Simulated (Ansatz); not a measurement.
## CH3CuO, SMILES C[O][Cu]: a ladder of basis sets, step by step

Computed with Ansatz 0.2.0 through its Python package.

The cells in order, each with its output:

In [1]:
```python
import warnings

import ansatz as az
```

In [2]:
```python
warnings.simplefilter("ignore", az.DeckWarning)
```

In [3]:
```python
geometry_ang = [
    ("C", [0.5414, -0.2026, -0.0064]),
    ("O", [-0.1784, 0.9442, -0.5449]),
    ("Cu", [-2.407, 0.5275, 0.1638]),
    ("H", [0.1327, -1.0767, -0.4435]),
    ("H", [1.571, -0.1067, -0.2996]),
    ("H", [0.3824, -0.1497, 1.0843]),
]
mol = az.Crystal.molecule()
for symbol, xyz in geometry_ang:
    mol = mol.atom(symbol, xyz)

calculation = mol.calculation()
calculation = calculation.functional("B3LYP")
calculation = calculation.scf(lower_state_search="standard")

energies = {}
for basis in ["STO-3G", "6-31G", "6-31G*", "def2-SVP", "def2-SVPD", "def2-TZVP", "def2-TZVPP"]:
    report = calculation.basis(gaussian=basis).run(threads=1).report
    size = report["n_frozen"] + report["n_occupied"][0] + report["n_virtual"][0]
    energies[basis] = (report["reference_energy_ev"] / 27.211386246, report["free_energy_ev"] / 27.211386246)
    print(f"{basis:14s} {size:4d} orbitals  reference {energies[basis][0]:14.6f} Ha  total {energies[basis][1]:14.6f} Ha")
```
```text
STO-3G           31 orbitals  reference   -1735.027757 Ha  total   -1735.027757 Ha
6-31G            53 orbitals  reference   -1755.227720 Ha  total   -1755.227720 Ha
6-31G*           72 orbitals  reference   -1755.256063 Ha  total   -1755.256063 Ha
def2-SVP         74 orbitals  reference   -1755.282232 Ha  total   -1755.282232 Ha
def2-SVPD       101 orbitals  reference   -1755.309223 Ha  total   -1755.309223 Ha
def2-TZVP       125 orbitals  reference   -1755.677899 Ha  total   -1755.677899 Ha
def2-TZVPP      168 orbitals  reference   -1755.680573 Ha  total   -1755.680573 Ha
```

In [4]:
```python
last = energies["def2-TZVPP"][1]
for basis, (_, total) in energies.items():
    print(f"{basis:14s} lies {27.211386 * (total - last):9.4f} eV above def2-TZVPP")
```
```text
STO-3G         lies  561.9917 eV above def2-TZVPP
6-31G          lies   12.3227 eV above def2-TZVPP
6-31G*         lies   11.5515 eV above def2-TZVPP
def2-SVP       lies   10.8394 eV above def2-TZVPP
def2-SVPD      lies   10.1049 eV above def2-TZVPP
def2-TZVP      lies    0.0728 eV above def2-TZVPP
def2-TZVPP     lies    0.0000 eV above def2-TZVPP
```

Against STO-3G: 6-31G -20200.0 mHa, 6-31G* -20228.3 mHa, def2-SVP -20254.5 mHa, def2-SVPD -20281.5 mHa, def2-TZVP -20650.1 mHa and def2-TZVPP -20652.8 mHa. The last step alone is -2.67 mHa (these two sets differ little on atoms other than hydrogen). From the first set to the last the time grows from 21.3 to 5.3 s.

Reading the output:
- These settings explore the input space; basis and method may be short of convergence.
- The geometry is a force-field or estimated start, not a minimum of this method, and the last set is no limit. Much of the fall in a total is atomic energy, which cancels in bond and reaction energies.
- b3lyp holds the VWN-RPA fit, as in Gaussian; the form of ORCA and Turbomole is b3lyp5.
- Totals across families of basis sets mostly measure their core functions.
- Finished in 42 s on 1 thread of Arm Neoverse V2, with other jobs on the host, peak memory 0.38 GiB.
